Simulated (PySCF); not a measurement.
**ADC(2)/def2-SVP (root kind ee) run of CH3BrMgO (SMILES C[O][Mg][Br])**

Wanted: the excited states of CH3BrMgO. Input form: a Python script.

The results are computed with PySCF 2.14.0.

1 further run of the same task is left out (set aside as unsound or not needed).

## 1. Starting point

The species is CH3BrMgO (7 atoms), meant as a singlet with charge 0. SMILES: `C[O][Mg][Br]`. The coordinates come from a PBE0-D4/def2-TZVP relaxation.

Bond lengths: C1–O2 1.378 Å, O2–Mg3 1.749 Å, Mg3–Br4 2.326 Å, C1–H5 1.099 Å, C1–H6 1.099 Å, C1–H7 1.099 Å. Angles: C1–O2–Mg3 180.0°, O2–Mg3–Br4 180.0°, O2–C1–H5 111.6°, O2–C1–H6 111.6°, O2–C1–H7 111.6°, H5–C1–H6 107.2°, H5–C1–H7 107.2°, H6–C1–H7 107.2°.

## 2. The vertical excitations at ADC(2)/def2-SVP (root kind ee)

Contents of run.py:

```python
from pyscf import gto, adc

molecule = gto.M(
    atom=[
    ('C', (0.743100, 0.986200, 0.163300)),
    ('O', (-0.067000, -0.112600, -0.024100)),
    ('Mg', (-1.095300, -1.507000, -0.261900)),
    ('Br', (-2.462800, -3.361600, -0.578200)),
    ('H', (0.896700, 1.540300, -0.773100)),
    ('H', (0.311300, 1.688200, 0.890100)),
    ('H', (1.735200, 0.698600, 0.538100)),
],
    basis='def2-svp',
    max_memory=1860,
    verbose=4,
    charge=0,
)

hf = molecule.RHF()
hf.conv_tol = 0.0001
hf.kernel()

myadc = adc.ADC(hf, frozen=12)
myadc.method = 'adc(2)'

myadc.method_type = 'ee'
e, vec, osc, x = myadc.kernel(nroots=3)

roots = e * 27.211386
print('root  energy (eV)  strength')
for i, (w, f) in enumerate(zip(roots, osc), 1):
    print('%3d %10.4f %10.5f' % (i, w, f))
```

On the command line:

```sh
OMP_NUM_THREADS=1 python run.py
```

Log:

```text
PySCF version 2.14.0

[INPUT] num. atoms = 7
[INPUT] num. electrons = 64
[INPUT] charge = 0
[INPUT] spin (= nelec alpha-beta = 2S) = 0
[INPUT] symmetry False subgroup None
[INPUT] Mole.unit = angstrom
[INPUT] Symbol           X                Y                Z      unit          X                Y                Z       unit  Magmom
[INPUT]  1 C      0.743100000000   0.986200000000   0.163300000000 AA    1.404255483164   1.863647904046   0.308592276141 Bohr   0.0
[INPUT]  2 O     -0.067000000000  -0.112600000000  -0.024100000000 AA   -0.126611650346  -0.212783161626  -0.045542399602 Bohr   0.0
[INPUT]  3 Mg    -1.095300000000  -1.507000000000  -0.261900000000 AA   -2.069817024236  -2.847817269720  -0.494919272024 Bohr   0.0
[INPUT]  4 Br    -2.462800000000  -3.361600000000  -0.578200000000 AA   -4.654017499579  -6.352503340338  -1.092639645224 Bohr   0.0
[INPUT]  5 H      0.896700000000   1.540300000000  -0.773100000000 AA    1.694517415897   2.910745149668  -1.460947266901 Bohr   0.0
[INPUT]  6 H      0.311300000000   1.688200000000   0.890100000000 AA    0.588271742577   3.190235643491   1.682045223475 Bohr   0.0
[INPUT]  7 H      1.735200000000   0.698600000000   0.538100000000 AA    3.279052771345   1.320162670621   1.016861627628 Bohr   0.0

nuclear repulsion = 242.243418773948
number of shells = 41
number of NR pGTOs = 179
number of NR cGTOs = 93
basis = def2-svp
ecp = {}

******** <class 'pyscf.scf.hf.RHF'> ********
method = RHF
initial guess = minao
damping factor = 0
level_shift factor = 0
DIIS = <class 'pyscf.scf.diis.CDIIS'>
diis_start_cycle = 1
diis_space = 8
diis_damp = 0
SCF conv_tol = 0.0001
SCF conv_tol_grad = None
SCF max_cycles = 50
direct_scf = True
direct_scf_tol = 1e-13
Set gradient conv threshold to 0.01
Initial guess from minao.
init E= -2885.20087648668
  HOMO = -0.363146148475616  LUMO = -0.081412916520498  gap/eV = 7.66635
cycle= 1 E= -2886.05699942168  delta_E= -0.856  |g|= 0.614  |ddm|= 2.69
  HOMO = -0.32592864160391  LUMO = 0.0313822800684518  gap/eV = 9.72293
cycle= 2 E= -2886.11582311633  delta_E= -0.0588  |g|= 0.409  |ddm|= 0.736
  HOMO = -0.405444510668115  LUMO = 0.0296514917803101  gap/eV = 11.83957
cycle= 3 E= -2886.14685269363  delta_E= -0.031  |g|= 0.0456  |ddm|= 0.279
  HOMO = -0.407216723592867  LUMO = 0.0330317514660461  gap/eV = 11.97977
cycle= 4 E= -2886.14774857161  delta_E= -0.000896  |g|= 0.0133  |ddm|= 0.0731
  HOMO = -0.405819738234078  LUMO = 0.032325739625108  gap/eV = 11.92255
cycle= 5 E= -2886.1478234292  delta_E= -7.49e-05  |g|= 0.00353  |ddm|= 0.0201
  HOMO = -0.405675640776919  LUMO = 0.0321996169156886  gap/eV = 11.91519
Extra cycle  E= -2886.14783196403  delta_E= -8.53e-06  |g|= 0.00157  |ddm|= 0.00678
converged SCF energy = -2886.14783196403

******** <class 'pyscf.adc.radc.RADC'> ********
******** ADC Orbital Information ********
Number of Frozen Occupied Orbitals: 12
Number of Frozen Virtual Orbitals: 0
Number of Active Occupied Orbitals: 20
Number of Active Virtual Orbitals: 61
*****************************************
Reference correlation energy (doubles): -0.59041999
MP2 correlation energy of reference state (a.u.) = -0.59041999

******** <class 'pyscf.adc.radc_ee.RADCEE'> ********
max_space = 12
max_cycle = 50
conv_tol = 1e-08

*************************************************************
        ADC calculation summary (singlet states only)
*************************************************************
adc(2) root 0  |  Energy (Eh) =   0.1765052416  |  Energy (eV) =   4.80295226  |  Osc. strength = 0.02486553  |  conv = True
adc(2) root 1  |  Energy (Eh) =   0.1765088742  |  Energy (eV) =   4.80305111  |  Osc. strength = 0.02486838  |  conv = True
adc(2) root 2  |  Energy (Eh) =   0.2273069938  |  Energy (eV) =   6.18533835  |  Osc. strength = 0.09055773  |  conv = True
root  energy (eV)  strength
  1     4.8030    0.02487
  2     4.8031    0.02487
  3     6.1853    0.09056
```

It took 35 s on 1 thread of Intel Xeon Platinum 8488C (Sapphire Rapids), shared host; peak memory 1.2 GiB.

The roots found:

```
excited state  energy (eV)  strength
            1        4.803    0.0249
            2        4.803    0.0249
            3        6.185    0.0906
```

## 3. Summary of results

At ADC(2)/def2-SVP (root kind ee), 12 core orbitals frozen:

```
                                    quantity       value
        dipole moment (Hartree–Fock density)      1.74 D
         HOMO energy (Hartree–Fock orbitals)   -11.04 eV
         LUMO energy (Hartree–Fock orbitals)     0.88 eV
       HOMO–LUMO gap (Hartree–Fock orbitals)    11.92 eV
correlation energy (12 core orbitals frozen)  -590.4 mEh
                    lowest excitation energy     4.80 eV
```

What this shows: The brightest of the 3 transitions from the ground state lies at 6.19 eV (200 nm, f = 0.091); the lowest, at 4.80 eV, has f = 0.025.
